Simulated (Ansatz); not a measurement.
This script for the Ansatz DFT code, driven from Python starts 3 runs on CH7OPSi, SMILES CO[SiH2]P. What input does the engine get in each?

`ch7opsi_methods.py`
```python
"""One geometry of CH7OPSi, method by method."""

import logging
import sys

import ansatz

logging.basicConfig(stream=sys.stdout, format="%(levelname)s %(message)s")
logger = logging.getLogger("ch7opsi")
logger.setLevel(logging.INFO)

geometry_ang = [
    ("C", (-1.5827, 0.6306, 0.2703)),
    ("O", (-1.2435, -0.7108, 0.0222)),
    ("Si", (0.4553, -0.9153, 0.2904)),
    ("P", (1.5781, -0.2864, -1.5048)),
    ("H", (-1.0514, 1.3217, -0.422)),
    ("H", (-2.6695, 0.7561, 0.0873)),
    ("H", (-1.3939, 0.9086, 1.3317)),
    ("H", (0.9024, -0.1317, 1.4535)),
    ("H", (0.731, -2.336, 0.5496)),
    ("H", (1.4065, 1.1309, -1.2371)),
    ("H", (2.8677, -0.3676, -0.8411)),
]
geometry = ansatz.Crystal.molecule()
for symbol, xyz in geometry_ang:
    geometry = geometry.atom(symbol, xyz)

job = geometry.calculation().basis(gaussian="cc-pVDZ")

methods = ["mp2", "ccsd", "ccsd_t"]
reports = [job.correlation(m).run(threads=1).report for m in methods]
logger.info(f"Hartree-Fock reference {reports[0]['reference_energy_ev'] / 27.211386246:.6f} Ha")
best = reports[-1]["free_energy_ev"] - reports[-1]["reference_energy_ev"]
for method, each in zip(methods, reports):
    gained = each["free_energy_ev"] - each["reference_energy_ev"]
    logger.info(f"{method:8s} total {each['free_energy_ev'] / 27.211386246:.6f} Ha  correlation {gained:9.4f} eV  ({100 * gained / best:.1f} % of the last)")
```

Run 1:
```yaml
crystal:
  periodic: [false, false, false]
  atoms:
    - { symbol: C, position_ang: [-1.5827, 0.6306, 0.2703] }
    - { symbol: O, position_ang: [-1.2435, -0.7108, 0.0222] }
    - { symbol: Si, position_ang: [0.4553, -0.9153, 0.2904] }
    - { symbol: P, position_ang: [1.5781, -0.2864, -1.5048] }
    - { symbol: H, position_ang: [-1.0514, 1.3217, -0.422] }
    - { symbol: H, position_ang: [-2.6695, 0.7561, 0.0873] }
    - { symbol: H, position_ang: [-1.3939, 0.9086, 1.3317] }
    - { symbol: H, position_ang: [0.9024, -0.1317, 1.4535] }
    - { symbol: H, position_ang: [0.731, -2.336, 0.5496] }
    - { symbol: H, position_ang: [1.4065, 1.1309, -1.2371] }
    - { symbol: H, position_ang: [2.8677, -0.3676, -0.8411] }
basis:
  gaussian:
    orbitals: cc-pVDZ
correlation:
  method: mp2
```

Run 2, against run 1:
```diff
-  method: mp2
+  method: ccsd
```

Run 3, against run 1:
```diff
-  method: mp2
+  method: ccsd_t
```

`python ch7opsi_methods.py` gives:
```text
INFO Hartree-Fock reference -746.492330 Ha
INFO mp2      total -747.049990 Ha  correlation  -15.1747 eV  (88.0 % of the last)
INFO ccsd     total -747.109204 Ha  correlation  -16.7860 eV  (97.4 % of the last)
INFO ccsd_t   total -747.125974 Ha  correlation  -17.2423 eV  (100.0 % of the last)
```

Notes:
- The settings weren't tested for convergence.
- The geometry is a force-field or estimated start, not a minimum of this method, and the basis set is short of its limit. A lower total doesn't mark the better method: functionals have no common bound, and MP2 and coupled cluster aren't variational.
- Inner cores stay frozen, so this is valence correlation.
- For Al to Cl the sets with a tight d function, cc-pV(X+d)Z, are usual.
- Finished in 49 s on 1 thread of AMD EPYC 7571 (shared host), peak memory 0.44 GiB.

(Lines on the test bed's own set-up are left out of the output.)
